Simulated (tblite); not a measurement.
# F6N3Na2O12S6: the cost of one run

Programs: tblite 0.8.0 and PySCF 2.14.0, with routines of our own; each step states its level. All values are computed. Atoms count from 0.

### 1 The system as given

29 atoms, charge -1, multiplicity 1; geometry from: force field, distance geometry or constructed start.

### 2 Optimising the geometry with GFN2-xTB

The job: settings as JSON, then the geometry in Å.

```
{"job": {"kind": "relax", "xc": "GFN2-xTB", "basis": "xTB"}, "charge": -1, "multiplicity": 1}
O      0.898400     3.461400    -2.212000
S      1.272200     2.115100    -1.821700
O      2.353400     2.059800    -0.821300
F      2.036200     1.572700    -3.119000
N      0.136800     1.054300    -1.570500
S     -0.877200     0.963500    -2.775600
O     -0.339700     0.781900    -4.120900
O     -2.055300     0.159000    -2.484400
F     -1.512700     2.426200    -2.847400
O     -2.752900    -2.606100     1.825800
S     -1.424900    -2.002200     1.829400
O     -0.359100    -2.899300     1.386000
F     -1.098300    -1.891400     3.398900
N     -1.269000    -0.526700     1.307800
S     -2.284900     0.472400     1.988500
O     -2.362800     0.490500     3.450800
O     -2.315000     1.793300     1.369200
F     -3.719800    -0.103600     1.567200
O     -0.734700     4.142200     2.510200
S      0.065900     3.438700     1.511400
O      1.298500     2.864000     2.033000
F      0.638800     4.634900     0.614900
N     -0.675900     2.521800     0.480400
S     -1.871400     3.243700    -0.251800
O     -1.608100     4.543500    -0.872600
O     -2.715000     2.357200    -1.046700
F     -2.867800     3.628000     0.938900
Na    -0.000600     0.000600     0.001200
Na     1.108000    -1.538100    -0.131400
```

The run is started by

```console
$ OMP_NUM_THREADS=2 python large_run.py task.json out
```

One launch serves the whole session: the jobs run in the order shown.

**Question.** How long does this first job take on 2 threads of Arm Neoverse V1, shared host, and how much memory does it need?

About 13 s, with a peak of 0.18 GiB.
